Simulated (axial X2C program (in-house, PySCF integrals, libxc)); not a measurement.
# A two-component session on GaC⁺: properties at the nuclei

Wanted for GaC⁺: properties at the nuclei, at the two-component level.

Program: an in-house X2C program for linear molecules on PySCF integrals. Level of theory: two-component X2C with atomic mean-field terms, Ga dyall-cv3z, C dyall-v3z. These are calculated values, not measurements.

### 1 Input

task.json reads:

```json
{
 "zs": [
  31,
  6
 ],
 "q": 1,
 "bas": [
  "dyall-cv3z",
  "dyall-v3z"
 ],
 "r0": 1.84,
 "levels": [
  "PBE0",
  "HF",
  "B3LYP",
  "r2SCAN",
  "BP86"
 ],
 "nst": 3
}
```

Keys: zs atomic numbers; q charge; bas basis sets; r0 starting distance in Å; levels methods (HF also brings MP2); nst determinants followed.

Started as:

```sh
python soeom.py task.json out
```

Nuclei are Gaussian, cores are contracted, and the Gaunt term is on.

### 2 Expectation values, lowest determinant

R = 2.054 Å. State: Ω = 1 (excess of +ω over −ω: ω = -1/2, ω = 3/2).

Output of the PBE0 run:

```text
two-component X2C + atomic mean field  PBE0
basis functions 150  fitting functions 881  grid points 5078
iter        total energy     max residual
   1      -1980.645316234     4.80e-06
   2      -1980.645316236     3.50e-06
converged
one-electron -2842.29949661  Coulomb 895.20181944  exact exchange -19.81519652  xc functional -61.00624209  nuclear repulsion 47.91965006  atomic mean-field constant -0.64585053
```

The highest occupied spinor is 86% C p, 9% Ga p, 4% Ga d.

```csv
level,Eeff magnitude (GV/cm),Ws magnitude Ga (kHz),A∥/gI Ga (MHz),qzz Ga (a.u.),A∥/gI C (MHz),qzz C (a.u.)
PBE0,1.56,0.651,-562,-0.43,2.05,0.95
HF,4.18,1.77,-900,-1.69,175,0.85
B3LYP,1.01,0.417,-374,-0.29,-1.95,1.01
r2SCAN,1.83,0.765,-660,-0.52,25.4,0.93
BP86,0.856,0.349,-392,-0.18,-21.7,0.90
```

Eeff is the effective electric field on the electron dipole moment in this Ω state and Ws the scalar–pseudoscalar constant (defined with the proton number Z and per Ω); A∥ is the parallel hyperfine constant, which follows by multiplying with the nuclear g factor gI = μI/(I μN); qzz is the electric field gradient, eQq0 = 234.96 MHz × Q/barn × qzz. The operators were transformed with the bare-nucleus X2C matrices.

### 3 Expectation values, a higher determinant

R = 2.054 Å. State: Ω = 2 (excess of +ω over −ω: ω = 1/2, ω = 3/2), 0.43 eV above the lowest in the PBE0 search for states (made at or near this distance, with looser thresholds).

Output of the PBE0 run:

```text
two-component X2C + atomic mean field  PBE0
basis functions 150  fitting functions 881  grid points 5078
iter        total energy     max residual
   1      -1980.629662379     4.10e-05
   2      -1980.629662492     2.92e-05
   3      -1980.629662543     2.11e-05
   4      -1980.629662596     3.44e-06
   5      -1980.629662597     1.28e-06
converged
one-electron -2843.00260784  Coulomb 895.91274464  exact exchange -19.81589448  xc functional -60.99770444  nuclear repulsion 47.91965006  atomic mean-field constant -0.64585053
```

The highest occupied spinor is 39% C p, 33% Ga s, 24% Ga p.

```
 level  Eeff magnitude (GV/cm)  Ws magnitude Ga (kHz)  A∥/gI Ga (MHz)  qzz Ga (a.u.)  A∥/gI C (MHz)  qzz C (a.u.)
  PBE0                    2.25                   0.49             188          -2.03           87.6         -0.72
    HF                    2.45                  0.533           -5.23          -1.93           99.7         -0.65
 B3LYP                    2.12                  0.462             206          -1.97            100         -0.76
r2SCAN                    2.28                  0.498             192          -2.05           91.3         -0.78
  BP86                    2.05                  0.448             247          -2.00           92.2         -0.77
```

### 4 Expectation values, a higher determinant

R = 2.054 Å. State: Ω = 1 (excess of +ω over −ω: 2 × ω = 1/2), 0.70 eV above the lowest in the PBE0 search for states (made at or near this distance, with looser thresholds).

Output of the PBE0 run:

```text
two-component X2C + atomic mean field  PBE0
basis functions 150  fitting functions 881  grid points 5078
iter        total energy     max residual
   1      -1980.619595359     8.36e-06
   2      -1980.619595361     7.21e-06
converged
one-electron -2842.89696451  Coulomb 895.80421955  exact exchange -19.81137612  xc functional -60.98927381  nuclear repulsion 47.91965006  atomic mean-field constant -0.64585053
```

The highest occupied spinor is 44% C p, 27% Ga s, 26% Ga p.

| level | Eeff magnitude (GV/cm) | Ws magnitude Ga (kHz) | A∥/gI Ga (MHz) | qzz Ga (a.u.) | A∥/gI C (MHz) | qzz C (a.u.) |
| --- | --- | --- | --- | --- | --- | --- |
| PBE0 | 2.54 | 1.09 | 533 | -2.17 | 228 | -0.73 |
| HF | 3.14 | 1.36 | 158 | -2.24 | 202 | -0.65 |
| B3LYP | 2.36 | 1.02 | 538 | -2.07 | 235 | -0.77 |
| r2SCAN | 2.6 | 1.12 | 570 | -2.18 | 213 | -0.79 |
| BP86 | 2.28 | 0.982 | 646 | -2.10 | 235 | -0.78 |

### 5 Summary of results

| quantity | value |
| --- | --- |
| lowest determinant | Ω = 1 (excess of +ω over −ω: ω = -1/2, ω = 3/2) |
| Eeff magnitude (GV/cm), PBE0 | 1.56 |
| Ws magnitude Ga (kHz), PBE0 | 0.651 |
| A∥/gI Ga (MHz), PBE0 | -562 |
| qzz Ga (a.u.), PBE0 | -0.43 |
| higher determinant | Ω = 2 (excess of +ω over −ω: ω = 1/2, ω = 3/2) |
| Eeff magnitude (GV/cm), PBE0, higher determinant | 2.25 |
| Ws magnitude Ga (kHz), PBE0, higher determinant | 0.49 |
| A∥/gI Ga (MHz), PBE0, higher determinant | 188 |
| qzz Ga (a.u.), PBE0, higher determinant | -2.03 |
| higher determinant | Ω = 1 (excess of +ω over −ω: 2 × ω = 1/2) |
| Eeff magnitude (GV/cm), PBE0, higher determinant | 2.54 |
| Ws magnitude Ga (kHz), PBE0, higher determinant | 1.09 |
| A∥/gI Ga (MHz), PBE0, higher determinant | 533 |
| qzz Ga (a.u.), PBE0, higher determinant | -2.17 |

What this shows: In the first state, the effective field runs from 0.856 to 4.18 GV/cm over the mean-field levels, so the levels don't agree on it. The expectation values come from single determinants, which for open shells can mix terms of unlike spin or miss the lowest Ω, so a determinant need not be a state. Eeff is the effective electric field on the electron dipole moment in this Ω state and Ws the scalar–pseudoscalar constant (defined with the proton number Z and per Ω); A∥ is the parallel hyperfine constant, which follows by multiplying with the nuclear g factor gI = μI/(I μN); qzz is the electric field gradient, eQq0 = 234.96 MHz × Q/barn × qzz. The operators were transformed with the bare-nucleus X2C matrices.
